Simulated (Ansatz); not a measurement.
**C₃H₁₀O₄Sn: small, medium and large basis sets**

Aim: see how fast density functionals converge with the basis set for C₃H₁₀O₄Sn.

Computed with Ansatz 0.2.0, Gaussian basis. Level: one geometry, several basis sets.

Plan: PBE0-D4/def2-SVP; ωB97M-V/def2-SVP; PBE0-D4/def2-QZVPP; ωB97M-V/def2-QZVPP; the functionals' def2-TZVPP values are taken from earlier runs.

**1. The relaxed structure**

All runs share one geometry, relaxed beforehand with PBE0-D4 in a triple-zeta def2 set. Sn takes the def2 core potential; no spin-orbit term is included.

18 atoms, charge 0, spin multiplicity 1.

Atoms are counted from 1 here; the program's logs count them from 0.

Bond lengths: C1–O2 1.414 Å, C1–H9 1.097 Å, C1–H10 1.095 Å, C1–H11 1.093 Å, O2–Sn3 1.942 Å, Sn3–O4 1.937 Å, Sn3–O5 1.949 Å, Sn3–O7 1.943 Å, O4–H12 0.961 Å, O5–C6 1.412 Å, C6–H13 1.093 Å, C6–H14 1.096 Å, C6–H15 1.097 Å, O7–C8 1.411 Å, C8–H16 1.097 Å, C8–H17 1.093 Å, C8–H18 1.097 Å. Angles: O2–C1–H9 111.7°, O2–C1–H10 112.6°, O2–C1–H11 107.6°, H9–C1–H10 108.4°, H9–C1–H11 108.1°, H10–C1–H11 108.4°, C1–O2–Sn3 121.2°, O2–Sn3–O4 108.0°, O2–Sn3–O5 105.6°, O2–Sn3–O7 115.3°, O4–Sn3–O5 114.3°, O4–Sn3–O7 105.5°, O5–Sn3–O7 108.3°, Sn3–O4–H12 111.5°, Sn3–O5–C6 120.5°, O5–C6–H13 107.8°, O5–C6–H14 112.0°, O5–C6–H15 112.5° and more.

Coordinates:

```mol
C3H10O4Sn
  3D, bonds by distance, orders not assigned

 18 17  0  0  0  0  0  0  0  0999 V2000
   -0.1130   -1.8972   -1.8958 C   0  0
    1.0460   -1.2227   -1.4470 O   0  0
    0.9236    0.2845   -0.2283 Sn  0  0
    2.4429    1.4421   -0.5510 O   0  0
   -0.8042    1.1111   -0.5898 O   0  0
   -1.2185    2.2516    0.1318 C   0  0
    1.0036   -0.1648    1.6607 O   0  0
   -0.0191   -0.9484    2.2366 C   0  0
   -0.5252   -2.5539   -1.1203 H   0  0
   -0.9007   -1.2092   -2.2202 H   0  0
    0.1749   -2.5183   -2.7479 H   0  0
    2.8769    1.2296   -1.3822 H   0  0
   -2.2506    2.4708   -0.1543 H   0  0
   -0.6057    3.1301   -0.1010 H   0  0
   -1.1934    2.0932    1.2171 H   0  0
    0.0312   -1.9939    1.9085 H   0  0
    0.1168   -0.9280    3.3209 H   0  0
   -1.0231   -0.5655    2.0141 H   0  0
  1  2  8  0
  2  3  8  0
  3  4  8  0
  3  5  8  0
  5  6  8  0
  3  7  8  0
  7  8  8  0
  1  9  8  0
  1 10  8  0
  1 11  8  0
  4 12  8  0
  6 13  8  0
  6 14  8  0
  6 15  8  0
  8 16  8  0
  8 17  8  0
  8 18  8  0
M  END
```

**2. PBE0-D4 in def2-SVP**

in.yaml reads:

```yaml
crystal:
  periodic: [false, false, false]
  atoms:
    - {symbol: C, position_ang: [-0.112955, -1.897233, -1.895843]}
    - {symbol: O, position_ang: [1.045971, -1.222696, -1.447021]}
    - {symbol: Sn, position_ang: [0.923636, 0.284490, -0.228273]}
    - {symbol: O, position_ang: [2.442918, 1.442138, -0.550995]}
    - {symbol: O, position_ang: [-0.804235, 1.111092, -0.589830]}
    - {symbol: C, position_ang: [-1.218534, 2.251556, 0.131785]}
    - {symbol: O, position_ang: [1.003603, -0.164812, 1.660704]}
    - {symbol: C, position_ang: [-0.019146, -0.948409, 2.236595]}
    - {symbol: H, position_ang: [-0.525150, -2.553922, -1.120323]}
    - {symbol: H, position_ang: [-0.900693, -1.209190, -2.220243]}
    - {symbol: H, position_ang: [0.174942, -2.518344, -2.747949]}
    - {symbol: H, position_ang: [2.876857, 1.229631, -1.382201]}
    - {symbol: H, position_ang: [-2.250600, 2.470815, -0.154268]}
    - {symbol: H, position_ang: [-0.605703, 3.130139, -0.101011]}
    - {symbol: H, position_ang: [-1.193427, 2.093237, 1.217056]}
    - {symbol: H, position_ang: [0.031220, -1.993876, 1.908493]}
    - {symbol: H, position_ang: [0.116841, -0.927989, 3.320948]}
    - {symbol: H, position_ang: [-1.023146, -0.565527, 2.014075]}
basis:
  gaussian: {orbitals: def2-SVP}
hamiltonian: {xc: pbe0, dispersion: d4}
output: {orbitals: {seedname: orbitals}}
```

Run with:

```console
$ ansatz run in.yaml --threads 4 --pin off --events-out ev --progress --plain --max-ram 41984MiB --backend cpu
```

After this run come: ωB97M-V in def2-SVP; PBE0-D4 in def2-QZVPP; ωB97M-V in def2-QZVPP.

Before running them: what should the planned runs give, taken together? Wanted: PBE0-D4: double and triple zeta above quadruple; ωB97M-V: double and triple zeta above quadruple.

The runs gave:

| quantity | value |
| --- | --- |
| PBE0-D4: double and triple zeta above quadruple | 15.20, 0.76 eV |
| ωB97M-V: double and triple zeta above quadruple | 15.61, 0.73 eV |

In words: PBE0-D4 gains 14.43 eV from double to triple zeta, then 0.76 eV more. Total energies overstate the basis error of differences, where much of it tends to cancel. The LUMO of ωB97M-V is positive and keeps falling with the basis (0.86 to 0.30 eV): an unbound level that the basis holds in place.
